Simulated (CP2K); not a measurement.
A run of CP2K 2026.2:

The input sif_bands.inp:

```
&GLOBAL
  PROJECT sif_bands
  RUN_TYPE ENERGY_FORCE
  PRINT_LEVEL LOW
&END GLOBAL
&FORCE_EVAL
  METHOD QS
  STRESS_TENSOR ANALYTICAL
  &DFT
    BASIS_SET_FILE_NAME BASIS_MOLOPT_UZH
    POTENTIAL_FILE_NAME POTENTIAL_UZH
    &MGRID
      CUTOFF 1100
      REL_CUTOFF 60
      NGRIDS 5
    &END MGRID
    &QS
      METHOD GPW
      EPS_DEFAULT 1.0E-10
    &END QS
    &KPOINTS
      SCHEME MONKHORST-PACK 9 9 9
      GAMMA_CENTERED T
      SYMMETRY T
      SYMMETRY_BACKEND SPGLIB
    &END KPOINTS
    &SCF
      SCF_GUESS ATOMIC
      EPS_SCF 1.0E-6
      MAX_SCF 100
      ADDED_MOS 10
      CHOLESKY OFF
      EPS_EIGVAL 1.0E-7
      &DIAGONALIZATION ON
        ALGORITHM STANDARD
      &END DIAGONALIZATION
      &MIXING ON
        METHOD BROYDEN_MIXING
        ALPHA 0.4
        BETA 1.5
        NBUFFER 8
      &END MIXING
      &SMEAR ON
        METHOD FERMI_DIRAC
        ELECTRONIC_TEMPERATURE [K] 580.226
      &END SMEAR
    &END SCF
    &XC
      &XC_FUNCTIONAL
        &MGGA_X_R2SCAN
        &END MGGA_X_R2SCAN
        &MGGA_C_R2SCAN
        &END MGGA_C_R2SCAN
      &END XC_FUNCTIONAL
    &END XC
    &PRINT
      &KPOINTS ON
      &END KPOINTS
      &MULLIKEN ON
      &END MULLIKEN
      &MO ON
        ENERGIES T
        OCCUPATION_NUMBERS T
        &EACH
          QS_SCF 0
        &END EACH
        ADD_LAST NUMERIC
      &END MO
      &BAND_STRUCTURE
        FILE_NAME bands.bs
        ADDED_MOS 4
        &KPOINT_SET
          UNITS B_VECTOR
          NPOINTS 6
          SPECIAL_POINT GAMMA 0.00000000 0.00000000 0.00000000
          SPECIAL_POINT X 0.00000000 0.50000000 0.00000000
          SPECIAL_POINT M 0.50000000 0.50000000 0.00000000
          SPECIAL_POINT GAMMA 0.00000000 0.00000000 0.00000000
          SPECIAL_POINT R 0.50000000 0.50000000 0.50000000
          SPECIAL_POINT X 0.00000000 0.50000000 0.00000000
        &END KPOINT_SET
        &KPOINT_SET
          UNITS B_VECTOR
          NPOINTS 6
          SPECIAL_POINT M 0.50000000 0.50000000 0.00000000
          SPECIAL_POINT R 0.50000000 0.50000000 0.50000000
        &END KPOINT_SET
      &END BAND_STRUCTURE
    &END PRINT
  &END DFT
  &SUBSYS
    &CELL
      A 3.0286000000 0.0000000000 0.0000000000
      B 0.0000000000 3.0286000000 0.0000000000
      C 0.0000000000 0.0000000000 3.0286000000
      PERIODIC XYZ
    &END CELL
    &COORD
      SCALED
      Si  0.5000000000 0.5000000000 0.5000000000
      F   0.0000000000 0.0000000000 0.0000000000
    &END COORD
    &KIND Si
      BASIS_SET TZVP-MOLOPT-SCAN-GTH-q4
      POTENTIAL GTH-SCAN-q4
    &END KIND
    &KIND F
      BASIS_SET TZVP-MOLOPT-SCAN-GTH-q7
      POTENTIAL GTH-SCAN-q7
    &END KIND
    &PRINT
      &ATOMIC_COORDINATES ON
      &END ATOMIC_COORDINATES
      &CELL ON
      &END CELL
    &END PRINT
  &END SUBSYS
  &PRINT
    &FORCES ON
    &END FORCES
    &STRESS_TENSOR ON
    &END STRESS_TENSOR
  &END PRINT
&END FORCE_EVAL
```

Potentials or basis: POTENTIAL_UZH Si GTH-SCAN-q4, F GTH-SCAN-q7; TZVP-MOLOPT-SCAN-GTH basis.

Command:

```bash
$ OMP_NUM_THREADS=1 cp2k.psmp -i sif_bands.inp -o sif_bands.out
```

Hardware: 1 thread of Arm Neoverse V1, with other jobs on the host.

Task: How long does it take, and how much memory?

Result: Wall time 47 s on 1 thread of Arm Neoverse V1, with other jobs on the host, peak memory 0.35 GiB. Counts: scf iterations 16, k points 35, basis 34, bands 16, force evaluations 1.
